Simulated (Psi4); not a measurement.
**InF3 (SMILES [F][In]([F])[F]): TPSS/def2-SVPD (core potential)**

What is the vertical electron affinity of InF3 at TPSS/def2-SVPD (core potential)? 

Program for the calculation: Psi4 1.11.

5 further runs of the same task are left out: 3 that didn't finish, 2 set aside as unsound or not needed.

## 1. The system as given

InF3: 4 atoms, total charge 0, spin state singlet. As SMILES, `[F][In]([F])[F]`. Geometry: relaxed at PBE0-D4/def2-TZVP.

Bond lengths: F1–In2 1.918 Å, In2–F3 1.918 Å, In2–F4 1.918 Å. Angles: F1–In2–F3 120.0°, F1–In2–F4 120.0°, F3–In2–F4 120.0°.

## 2. Energy and forces at TPSS/def2-SVPD (core potential)

f3in.py reads:

```python
import psi4

psi4.set_memory(1600000000)
psi4.set_num_threads(1)
psi4.core.set_output_file('psi4.out', False)

geom = psi4.geometry("""
F
In 1 1.91833
F 2 1.918333 1 120.00177
F 2 1.918329 1 119.98929 3 -179.99862
symmetry c1
""")

psi4.set_options({
    'basis': 'def2-SVPD',
    'puream': True,
    'e_convergence': 1e-09,
    'd_convergence': 1e-08,
    'scf_type': 'pk',
    'dft_radial_points': 99,
    'dft_spherical_points': 590,
})

E, wfn = psi4.gradient("tpss", molecule=geom, return_wfn=True)
psi4.oeprop(wfn, "DIPOLE", "QUADRUPOLE", "MAYER_INDICES")
print('gradient / Eh bohr^-1')
print(E.np.round(6))
print(f'energy = {wfn.energy():.10f} Eh')
```

On the command line:

```console
$ python f3in.py
```

psi4.out:

```text
[...]
    !!!  WARNING: ECP capability is in beta. Please check occupations closely.  !!!
[...]
  Running in c1 symmetry.
[...]
  Nuclear repulsion =  195.109733837552568
[...]
  Multiplicity = 1
[...]
  Nalpha       = 24
  Nbeta        = 24
[...]
    Number of basis functions: 101
[...]
   @RKS iter   1:  -489.20423689188181   -1.03854e+00   8.41003e-03 DIIS/ADIIS
[...]
   @RKS iter  11:  -489.45879335611903   -3.52429e-12   2.04354e-09 DIIS
[...]
    Orbital Energies [Eh]
    ---------------------
    Doubly Occupied:
       1A    -24.418879     2A    -24.418851     3A    -24.418790
       4A     -4.586593     5A     -3.028626     6A     -3.016379
       7A     -3.016356     8A     -1.065595     9A     -1.061425
      10A     -1.061408    11A     -0.770534    12A     -0.770520
      13A     -0.769143    14A     -0.757453    15A     -0.757450
      16A     -0.452845    17A     -0.392981    18A     -0.392965
      19A     -0.370825    20A     -0.353704    21A     -0.353649
      22A     -0.352301    23A     -0.348004    24A     -0.347967
[...]
  @RKS Final Energy:  -489.45879335611903
   => Energetics <=
    Nuclear Repulsion Energy =            195.1097338375525680
    One-Electron Energy =               -1141.7628331888097364
    Two-Electron Energy =                 505.2795825588013372
    DFT Exchange-Correlation Energy =     -48.0852765636632000
    Empirical Dispersion Energy =           0.0000000000000000
    VV10 Nonlocal Energy =                  0.0000000000000000
    Total Energy =                       -489.4587933561190312
[...]
  -Total Gradient:
     Atom            X                  Y                   Z
    ------   -----------------  -----------------  -----------------
       1       -0.000000258592    -0.000105758195     0.020753929320
       2        0.000000328518    -0.000173495074     0.000110727333
       3       -0.000000261824     0.018221686294    -0.010353801193
       4        0.000000146723    -0.017936266269    -0.010580831907
[...]
 Multipole Moments:
 ------------------------------------------------------------------------------------
     Multipole            Electronic (a.u.)      Nuclear  (a.u.)        Total (a.u.)
 ------------------------------------------------------------------------------------
 L = 1.  Multiply by 2.5417464519 to convert [e a0] to [Debye]
 Dipole X            :          0.0003139           -0.0002794            0.0000345
 Dipole Y            :         -0.0012661            0.0014344            0.0001683
 Dipole Z            :          0.0023485           -0.0018032            0.0005453
 Magnitude           :                                                    0.0005717
 L = 2.  Multiply by 1.3450342976 to convert [e a0^2] to [Debye ang]
 Quadrupole XX       :        -23.9421564            0.0000000          -23.9421563
 Quadrupole XY       :          0.0022451           -0.0021369            0.0001082
[...]
```

The script printed:

```text
gradient / Eh bohr^-1
[[-0.       -0.000106  0.020754]
 [ 0.       -0.000173  0.000111]
 [-0.        0.018222 -0.010354]
 [ 0.       -0.017936 -0.010581]]
energy = -489.4587933561 Eh
```

Run time: 59 s. Hardware: 1 thread of Intel Xeon at 2.70GHz, shared host; peak memory 0.75 GiB.

## 3. The doublet anion: a single-point energy at UTPSS/def2-SVPD (core potential)

job.json reads:

```json
{
 "schema_name": "qcschema_input",
 "schema_version": 1,
 "molecule": {
  "schema_name": "qcschema_molecule",
  "schema_version": 2,
  "symbols": ["F", "In", "F", "F"],
  "geometry": [-2.4674154, -0.70959216, 2.53185506, 0.02626719, -0.02853486, -0.0096376, 3.34122476, -1.46850617, 0.27155364, -0.7955747, 2.09268271, -2.83213254],
  "molecular_charge": -1,
  "molecular_multiplicity": 2,
  "fix_symmetry": "c1"
 },
 "driver": "energy",
 "model": {
  "method": "tpss",
  "basis": "def2-SVPD"
 },
 "keywords": {
  "reference": "uks",
  "puream": true,
  "e_convergence": 1e-09,
  "d_convergence": 1e-08,
  "scf_type": "pk",
  "dft_radial_points": 99,
  "dft_spherical_points": 590,
  "maxiter": 200,
  "scf_properties": ["WIBERG_LOWDIN_INDICES", "MULLIKEN_CHARGES", "QUADRUPOLE"]
 }
}
```

On the command line:

```console
$ psi4 --qcschema job.json -n 1 --memory 1600MB
```

stdout, shortened:

```text
[...]
    !!!  WARNING: ECP capability is in beta. Please check occupations closely.  !!!
[...]
  Running in c1 symmetry.
[...]
  Nuclear repulsion =  195.109742953161657
[...]
  Multiplicity = 2
[...]
  Nalpha       = 25
  Nbeta        = 24
[...]
    Number of basis functions: 101
[...]
   @UKS iter   1:  -489.08917510780293   -9.40405e-01   1.01683e-02 DIIS/ADIIS
[...]
   @UKS iter  13:  -489.51213079280274   -5.00222e-12   4.22585e-09 DIIS
[...]
   @S^2 Observed:                7.512422650E-01
[...]
  @UKS Final Energy:  -489.51213079280274
   => Energetics <=
    Nuclear Repulsion Energy =            195.1097429531616569
    One-Electron Energy =               -1153.3210245966608909
    Two-Electron Energy =                 517.0334781738868060
    DFT Exchange-Correlation Energy =     -48.3343273231903439
    Empirical Dispersion Energy =           0.0000000000000000
    VV10 Nonlocal Energy =                  0.0000000000000000
    Total Energy =                       -489.5121307928027363
[...]
 Multipole Moments:
 ------------------------------------------------------------------------------------
     Multipole            Electronic (a.u.)      Nuclear  (a.u.)        Total (a.u.)
 ------------------------------------------------------------------------------------
 L = 1.  Multiply by 2.5417464519 to convert [e a0] to [Debye]
 Dipole X            :         -0.0018169           -0.0020947           -0.0039116
 Dipole Y            :         -0.0094860            0.0006982           -0.0087878
 Dipole Z            :          0.0154113            0.0006982            0.0161095
 Magnitude           :                                                    0.0187628
 L = 2.  Multiply by 1.3450342976 to convert [e a0^2] to [Debye ang]
 Quadrupole XX       :       -200.7500409          160.9453853          -39.8046556
 Quadrupole XY       :         45.7420064          -43.3656765            2.3763299
[...]
  Mulliken Charges: (a.u.)
   Center  Symbol    Alpha    Beta     Spin     Total
       1     F     4.75377  4.81663 -0.06286 -0.57040
       2    IN    10.75197  9.54342  1.20855  0.70461
       3     F     4.75002  4.81927 -0.06925 -0.56930
       4     F     4.74424  4.82067 -0.07644 -0.56491
   Total alpha = 25.00000, Total beta = 24.00000, Total charge = -1.00000
  Wiberg Bond Indices using Orthogonal Lowdin Orbitals:
  Total Bond Index:
  Irrep: 1 Size: 4 x 4
[...]
```

The result, in JSON:

```text
{
 "driver": "energy",
 "model": {
  "method": "tpss",
  "basis": "def2-SVPD"
 },
 "success": true,
 "return_result": -489.51213079280274,
 "properties": {
  "calcinfo_nbasis": 101,
  "calcinfo_nmo": 101,
  "calcinfo_nalpha": 25,
  "calcinfo_nbeta": 24,
  "calcinfo_natom": 4,
  "nuclear_repulsion_energy": 195.10974295316166,
  "return_energy": -489.51213079280274,
  "scf_one_electron_energy": -1153.321024596661,
  "scf_two_electron_energy": 517.0334781738868,
  "scf_xc_energy": -48.334327323190344,
  "scf_dipole_moment": [-0.003911602760988675, -0.008787825464618315, 0.016109468305384594],
  "scf_total_energy": -489.51213079280274,
  "scf_iterations": 13
 }
}
```

It took 78 s on 1 thread of Intel Xeon at 2.70GHz, shared host; peak memory 0.76 GiB.

## 4. Summary of results

At TPSS/def2-SVPD (core potential):

| quantity | value |
| --- | --- |
| singlet InF3: total energy | -489.45879 Eh |
| singlet InF3: dipole moment | 0.00 D |
| singlet InF3: HOMO energy | -9.47 eV |
| singlet InF3: LUMO energy | -4.33 eV |
| singlet InF3: HOMO–LUMO gap | 5.14 eV |
| singlet InF3: largest force on an atom | 1.078 eV/Å |
| doublet anion: total energy | -489.51213 Eh |
| doublet anion: HOMO energy (highest over α and β) | 1.21 eV |
| doublet anion: LUMO energy (lowest over α and β) | 1.78 eV |
| doublet anion: ⟨S²⟩ | 0.751 |
| vertical electron affinity (to the doublet anion) | 1.451 eV |

What this shows: At fixed nuclei the extra electron is bound by 1.45 eV (33 kcal/mol). The largest force (singlet InF3) is 1.08 eV/Å: the shape isn't a stationary point for this species at this level. Mulliken charges (doublet anion) run from -0.57 on F1 to +0.70 on In2; in a basis this large or diffuse they mean little. The HOMO (doublet anion) lies at positive energy, 1.21 eV, as semi-local functionals often give for anions; only total energies tell whether the electron is bound.
